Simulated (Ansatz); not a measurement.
# CH3AlF2, SMILES F[CH2][AlH][F]: a ladder of methods at one geometry

Computed with Ansatz 0.2.0, Python API.

The cells in order, each with its output:

**Cell 1**
```python
import ansatz as az
```

**Cell 2**
```python
GEOMETRY = '''
F    -1.43990    0.89980    0.63430
C    -0.35410    0.83810   -0.15480
Al    0.45770   -0.93910    0.12250
F    -0.35700   -2.43130   -0.24080
H    -0.61930    0.94450   -1.24170
H     0.36590    1.65430    0.12970
H     2.00780   -1.03430    0.70500
'''
```

**Cell 3**
```python
geometry = az.Crystal.molecule()
for line in GEOMETRY.strip().splitlines():
    symbol, *xyz = line.split()
    geometry = geometry.atom(symbol, [float(v) for v in xyz])
```

**Cell 4**
```python
setup = geometry.calculation().basis(gaussian='cc-pVDZ')
```

**Cell 5**
```python
methods = ['mp2', 'ccsd', 'ccsd_t']
reports = [setup.correlation(m).run(threads=1, pin='off').report for m in methods]
print(f'Hartree-Fock reference {reports[0]["reference_energy_ev"] / 27.211386246:.6f} Ha')
best = reports[-1]['free_energy_ev'] - reports[-1]['reference_energy_ev']
for method, each in zip(methods, reports):
    gained = each['free_energy_ev'] - each['reference_energy_ev']
    print(f'{method:8s} total {each["free_energy_ev"] / 27.211386246:.6f} Ha  correlation {gained:9.4f} eV  ({100 * gained / best:.1f} % of the last)')
```
Output:
```text
Hartree-Fock reference -480.454427 Ha
mp2      total -481.030836 Ha  correlation  -15.6849 eV  (93.6 % of the last)
ccsd     total -481.058954 Ha  correlation  -16.4500 eV  (98.1 % of the last)
ccsd_t   total -481.070477 Ha  correlation  -16.7636 eV  (100.0 % of the last)
```

These settings explore the input space; basis and method may be short of convergence. The geometry is a force-field or estimated start, not a minimum of this method, and the basis set is short of its limit. A lower total doesn't mark the better method: functionals have no common bound, and MP2 and coupled cluster aren't variational. Inner cores stay frozen, so this is valence correlation. For Al to Cl the sets with a tight d function, cc-pV(X+d)Z, are usual. Finished in 12 s on 1 thread of Arm Neoverse N1, with other jobs on the host, peak memory 0.26 GiB.
